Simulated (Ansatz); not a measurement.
# CrO2: the cost of one run

Method: DFT PBEsol+U (U = 7 eV, J = 0.7 eV on Cr d), plane waves, PAW, in Ansatz 0.2.0.

### 1 The system as given

It takes space group P4_2/mnm (No. 136, tetragonal). Conventional cell: a = 4.421 Å, b = 4.421 Å, c = 2.917 Å, α = 90.00°, β = 90.00°, γ = 90.00°. Cr (site symmetry mmm) is surrounded by 6 O at 1.88 to 1.92 Å. O (site symmetry m2m) has 3 Cr at 1.88 to 1.92 Å as nearest neighbours.

Structure file:

```xyz
6
Lattice="4.4210 0.0000 0.0000 0.0000 4.4210 0.0000 0.0000 0.0000 2.9170" Properties=species:S:1:pos:R:3 pbc="T T T"
Cr    0.0000    0.0000    0.0000
Cr    2.2105    2.2105    1.4585
O     1.3307    1.3307    0.0000
O     0.8798    3.5412    1.4585
O     3.0903    3.0903    0.0000
O     3.5412    0.8798    1.4585
```

### 2 Ferromagnetic start, free, symmetry kept, no search

input.yaml reads:

```yaml
crystal:
  lattice:
    - [4.42100083, 0.0, 0.0]
    - [0.0, 4.42100083, 0.0]
    - [0.0, 0.0, 2.91700055]
  atoms:
    - { symbol: Cr, position: [0.0, 0.0, 0.0], spin: 2.0 }
    - { symbol: Cr, position: [0.5, 0.5, 0.5], spin: 2.0 }
    - { symbol: O, position: [0.301, 0.301, 0.0] }
    - { symbol: O, position: [0.199, 0.801, 0.5] }
    - { symbol: O, position: [0.699, 0.699, 0.0] }
    - { symbol: O, position: [0.801, 0.199, 0.5] }
basis:
  ecutwfc: 420
  ecutrho_ratio: 4
kpoints:
  mp_grid: { grid: [4, 4, 6] }
hamiltonian:
  xc: pbesol
  hubbard:
    sites:
      - { site: 0, l: d, u: 7.0, j: 0.7 }
      - { site: 1, l: d, u: 7.0, j: 0.7 }
scf:
  occupations: { method: gaussian, width: 0.05 }
  lower_state_search: "off"
  max_iter: 150
output:
  forces: true
  stress: true
  eigenvalues: true
  populations: true
  hubbard: { sites: [{ site: 0, l: d }, { site: 1, l: d }] }
magnetization:
  spin_polarized: true
```

Command:

```sh
> ansatz run input.yaml --threads 4 --pin off --max-ram 6144MiB --backend cpu --events-out ev --progress --plain --runs-dir out
```

Q: Estimate wall time and peak memory on 4 threads of Intel Xeon Platinum 8488C (Sapphire Rapids), shared host.

About 2.6 s, with a peak of 0.49 GiB.
